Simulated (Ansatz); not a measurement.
Predict the output of the script below (the Ansatz DFT code, driven from Python).

Script `run_cas.py`:
```python
import ansatz as az
from ase import Atoms

atoms = Atoms(["N", "Ge", "H", "H", "H", "H"], positions=[
    (-1.0216, -0.1659, 0.2724),
    (0.8115, 0.1226, 0.4517),
    (-1.4759, 0.7744, 0.2838),
    (-1.1711, -0.5607, -0.6829),
    (1.5584, -1.2322, 0.3559),
    (1.2988, 1.062, -0.6809),
])
geh4n = az.Crystal.molecule_from_ase(atoms)

model = (
    geh4n.calculation()
    .basis(gaussian="def2-SVP")
    .charge(-1)
    .scf(lower_state_search="light")
    .correlation(active_electrons=4, active_orbitals=5)
)
for method in [None]:
    rep = (model if method is None else model.correlation(method)).run().report
    space = rep["configurations"]
    state = space["states"][0]
    print(method or "casscf", f"total {rep['free_energy_ev'] / 27.211386246:.6f} Ha, active-space state {state['energy']['hartree']:.6f} Ha, mean field {rep['reference_energy_ev'] / 27.211386246:.6f} Ha")
    print("  determinants", state["n_determinants"], " natural occupations", [round(n, 3) for n in space["natural_occupations"]])
```

```console
$ python run_cas.py
casscf total -2131.830266 Ha, active-space state -2131.830266 Ha, mean field -2131.780272 Ha
  determinants 100  natural occupations [1.977, 1.973, 0.024, 0.022, 0.004]
```

Reading the output:
- The settings weren't tested for convergence.
- The geometry is a force-field or estimated start, not a minimum of this method, and the basis set is short of its limit. The active space starts as a window about the frontier orbitals and is then optimised, not chosen by chemistry.
- Anions want diffuse functions, which this basis lacks.
- It ran for 6.8 s on 1 thread of Arm Neoverse V2, on a shared host, peak memory 0.22 GiB.
